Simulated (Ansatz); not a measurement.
This script makes a formation energy from the elements of NaNb2O4 and its elements with Ansatz's Python interface.

`formation_nanb2o4.py`
```python
'''Is NaNb2O4 bound against its elements, after relaxing cells and atoms.'''

from collections import Counter
import warnings

import ansatz as az
import numpy as np

FUNCTIONAL = 'r2SCAN'
CUTOFF_EV = 500
K_SPACING = 0.27
SMEARING = 'fermi_dirac'
SMEARING_WIDTH = 0.02

PHASES = {
    'NaNb2O4': (
        [[3.00901798, 0.0, 0.0], [-1.50450899, 2.60588601, 0.0], [0.0, 0.0, 11.604505]],
        [
            ('Na', [0.0, 0.0, 0.5]),
            ('Nb', [1 / 3, 2 / 3, 0.24536]),
            ('Nb', [2 / 3, 1 / 3, 0.75464]),
            ('O', [2 / 3, 1 / 3, 0.36005]),
            ('O', [1 / 3, 2 / 3, 0.63995]),
            ('O', [1 / 3, 2 / 3, 0.853071]),
            ('O', [2 / 3, 1 / 3, 0.146929]),
        ],
    ),
    'Na': (
        [[-2.141, 2.141, 2.141], [2.141, -2.141, 2.141], [2.141, 2.141, -2.141]],
        [
            ('Na', [0.0, 0.0, 0.0]),
        ],
    ),
    'Nb': (
        [[-1.66395, 1.66395, 1.66395], [1.66395, -1.66395, 1.66395], [1.66395, 1.66395, -1.66395]],
        [
            ('Nb', [0.0, 0.0, 0.0]),
        ],
    ),
    'O2': (
        [[9.0, 0.0, 0.0], [0.0, 9.5, 0.0], [0.0, 0.0, 10.0]],
        [
            ('O', [0.5, 0.5, 0.4385]),
            ('O', [0.5, 0.5, 0.5615]),
        ],
    ),
}


def build(vectors, sites):
    crystal = az.Crystal(lattice=az.Lattice.of(vectors))
    for symbol, position in sites:
        crystal = crystal.atom(symbol, position)
    return crystal

POLARISED = {'O2'}

GASES = {'O2'}


def compute(name, crystal):
    calc = (
        crystal.calculation()
        .functional(FUNCTIONAL)
        .basis(CUTOFF_EV)
        .kpoints(spacing=K_SPACING)
        .occupations(SMEARING, width=SMEARING_WIDTH)
        .stress()
    )
    if name in POLARISED:
        calc = calc.spin('collinear')
    if name in GASES:
        return calc.kpoints(1, 1, 1).relax(force_tolerance=0.02, max_steps=40).run()
    calc = calc.relax(force_tolerance=0.02, max_steps=40, cell=True)
    return calc.run()


def counts(outcome):
    return Counter(site.symbol for site in outcome.lattice.sites)

def formation_energy(outcome, mu):
    n = counts(outcome)
    return (outcome.report['energy_sigma0_ev'] - sum(k * mu[element] for element, k in n.items())) / sum(n.values())


def volume_per_atom(outcome):
    return abs(np.linalg.det(outcome.lattice.cell_ang)) / len(outcome.lattice.sites)


def main() -> None:
    warnings.simplefilter('ignore', az.DeckWarning)

    phases = {name: build(*cell) for name, cell in PHASES.items()}
    phases['O2'] = phases['O2'].moments(O=1.0)

    done = {}
    for name, crystal in phases.items():
        done[name] = compute(name, crystal)
        print(f'{name}: {done[name].report["energy_sigma0_ev"]:.4f} eV, {len(done[name].lattice.sites)} atoms')

    # chemical potentials of the elements at zero temperature
    references = {'Na': 'Na', 'Nb': 'Nb', 'O': 'O2'}
    mu = {element: done[name].report['energy_sigma0_ev'] / len(done[name].lattice.sites) for element, name in references.items()}

    target = done['NaNb2O4']
    heat = formation_energy(target, mu)
    for element, value in mu.items():
        print(f'mu({element}) = {value:.4f} eV from {references[element]}, {volume_per_atom(done[references[element]]):.2f} A^3/atom')
    print(f'formation energy of NaNb2O4: {heat:.4f} eV/atom = {96.4853 * heat:.1f} kJ/mol of atoms')
    # gas references are bare DFT energies, without zero-point or fitted corrections


if __name__ == '__main__':
    main()
```

Is NaNb2O4 bound against its elements at this level, and by how much?

The formation energy is -2.469 eV an atom (-238.2 kJ per mole of atoms), so NaNb2O4 lies below the reference phases.

What the script printed:

Running `python formation_nanb2o4.py` prints:
```text
NaNb2O4: -12897.0327 eV, 7 atoms
Na: -1488.6034 eV, 1 atoms
Nb: -4563.6062 eV, 1 atoms
O2: -1131.9662 eV, 2 atoms
mu(Na) = -1488.6034 eV from Na, 37.73 A^3/atom
mu(Nb) = -4563.6062 eV from Nb, 18.04 A^3/atom
mu(O) = -565.9831 eV from O2, 427.50 A^3/atom
formation energy of NaNb2O4: -2.4692 eV/atom = -238.2 kJ/mol of atoms
```

Reading the output:
- Absolute energies stand on the zero of these potentials, so only differences at equal settings mean something.
- The magnetic order follows from the starting moments and needn't be the lowest.
- For the metals among these phases the mesh is modest: differences between phases can be off by up to 40 meV an atom.
- The program warned that this SCF threshold is loose for forces or stresses.
- r2SCAN tends to overestimate the moments of itinerant magnets.
- The cells come from databases of deposited and of computed structures, and not all need be stable phases.
- The compound is the structure given, not necessarily its lowest; energies are at zero temperature, with no correction for gases. Magnetic phases start from parallel moments and may not end in their lowest magnetic state. A semilocal functional's error on such energies is often 0.05 to 0.1 eV an atom, and 0.1 to 0.3 eV against gases such as O2 or F2.
- The script silences the warnings on its input, which a real study should read.
- It ran for 14 min on 1 thread of Arm Neoverse V1 (shared host), peak memory 2.4 GiB.

(Lines on the test bed's own set-up are left out of the output.)
